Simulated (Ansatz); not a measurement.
What does this script print? It uses Ansatz 0.2.0, Python API.

Script `fdcheck_si.py`:
```python
# -*- coding: utf-8 -*-
import ansatz as az
import numpy as np

VECTORS = np.array([
    [-1.6203, 1.62436, 1.34942],
    [1.61687, -1.62162, 1.34181],
    [1.64011, 1.64143, -1.34604],
])
SITES = [
    ("Si", [0.0, 0.0, 0.0]),
]


def build(cell):
    crystal = az.Crystal(lattice=az.Lattice.of(cell))
    for symbol, position in SITES:
        crystal = crystal.atom(symbol, position)
    return crystal

def solve(crystal):
    return (
        crystal.calculation()
        .occupations(az.OccupationsMethod.GAUSSIAN, width=0.15)
        .functional("r2scan")
        .basis(650, xc_grid=2)
        .kpoints(9, 9, 8)
        .scf(tolerance=1e-09)
        .forces()
        .stress()
        .run(threads=1)
    ).report


centre = solve(build(VECTORS))
start = build(VECTORS)
volume = abs(np.linalg.det(VECTORS))
larger, smaller = (solve(build(VECTORS * (1 + sign * 0.005) ** (1 / 3)))["lagrangian_ev"] for sign in (1, -1))
numerical = -(larger - smaller) / (0.01 * volume) * 160.21766
print(f"pressure: analytic {np.trace(centre['stress_gpa']) / 3:.3f}, numerical {numerical:.3f} GPa")
```

```console
$ python fdcheck_si.py
DeckWarning: output.stress: scf.convergence.dr2_threshold = 1e-9 eV is looser than the 1e-10 eV advised for a printed stress (1e-10 eV for each atom of the cell: 1). What an SCF threshold leaves in a stress goes as its square root, and in the free energy as [...]
pressure: analytic -2.314, numerical -2.312 GPa
```
(Warnings from the package without file and line, shortened.)

The mesh is modest for a metal, so energies can be off by several to tens of meV an atom and pressures by half a GPa or more; differences at equal mesh fare better. Pressure is positive in compression. The cell is a database structure, distorted on purpose. The central difference errs as the square of the step, so the shorter step is the fairer test; what remains comes from the finite grid and the SCF threshold. By the engine's processor time: 12 s on 1 thread of Intel(R) Xeon(R) Processor @ 2.30GHz, on a shared host, peak memory 0.53 GiB.
